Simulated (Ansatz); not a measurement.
# TeW: magnetic states

One table from this session's results is given with a row withheld; the runs are named, their logs left out.

Method: DFT PBEsol, scalar-relativistic, plane waves, PAW, in Ansatz 0.2.0.

2 further runs of the same task are left out: 2 set aside as unsound or not needed. Runs told in other sessions of the task aren't counted.

## Starting point

The structure is cubic, space group F-43m (No. 216). The conventional cell has a = 6.048 Å, b = 6.048 Å, c = 6.048 Å, α = 90.00°, β = 90.00°, γ = 90.00°. Around W (site symmetry -43m) lie 4 Te at 2.62 Å. Te (site symmetry -43m) is surrounded by 4 W at 2.62 Å.

Coordinates:

```cif
data_structure
_symmetry_space_group_name_H-M 'P 1'
_symmetry_Int_Tables_number 1
_cell_length_a 4.2768
_cell_length_b 4.2768
_cell_length_c 4.2768
_cell_angle_alpha 60.000
_cell_angle_beta 60.000
_cell_angle_gamma 60.000
_cell_volume 55.32
loop_
_atom_site_label
_atom_site_type_symbol
_atom_site_fract_x
_atom_site_fract_y
_atom_site_fract_z
_atom_site_occupancy
W1 W 0.00000 0.00000 0.00000 1
Te1 Te 0.25000 0.25000 0.25000 1
```

This cell was relaxed beforehand with the same method: volume 27.66 Å³/atom, gap on the mesh none (metal), site moments up to 0.9 μB.

This is a hypothetical structure, made by putting the elements on a prototype's sites.

The first run:

File input.yaml:

```yaml
crystal:
  lattice:
    - [0.0, 3.0241765077, 3.0241765077]
    - [3.0241765077, 0.0, 3.0241765077]
    - [3.0241765077, 3.0241765077, 0.0]
  atoms:
    - { symbol: W, position: [0.0, 0.0, 0.0] }
    - { symbol: Te, position: [0.25, 0.25, 0.25] }
basis:
  ecutwfc: 420
kpoints:
  mp_grid: { grid: [12, 12, 12] }
hamiltonian:
  xc: pbesol
scf:
  occupations: { method: gaussian, width: 0.1 }
  lower_state_search: "off"
output:
  forces: true
  stress: true
  eigenvalues: true
```

On the command line:

```
$ ansatz run input.yaml --threads 1 --pin off --max-ram 2560MiB --backend cpu --events-out ev --progress --plain --runs-dir out
```

Steps of the session up to this table: Start: no spin polarisation; Start: ferromagnetic; Magnetic start: large parallel starting moments; Start: antiferromagnetic, doubled cell, propagation vector (0, 0, 1/2); Magnetic start: antiferromagnetic, doubled cell, propagation vector (0, 1/2, 1/2); Magnetic start: small parallel starting moments.

One of the session's tables, all rows but one given; the rest of the session is left out.

It belongs to the step «Which state is lowest». 

| start | energy above the lowest (meV/atom) | pressure (GPa) |
| --- | --- | --- |
| ferromagnetic | 0.00 | 0.0 |
| large parallel starting moments | 0.00 | 0.0 |
| small parallel starting moments | 0.00 | 0.0 |
| antiferromagnetic, doubled cell, propagation vector (0, 1/2, 1/2) | 17.7 | -0.1 |
| antiferromagnetic, doubled cell, propagation vector (0, 0, 1/2) | ? | ? |
| no spin | 38.7 | -1.1 |

Estimate the missing values for antiferromagnetic, doubled cell, propagation vector (0, 0, 1/2).

**Answer.** energy above the lowest (meV/atom): 19.6; pressure (GPa): 0.1. In the column «energy above the lowest (meV/atom)» it lies between antiferromagnetic, doubled cell, propagation vector (0, 1/2, 1/2) (17.7) and no spin (38.7).

Limits of these values: Only these starts were tried, so a lower state is not ruled out.
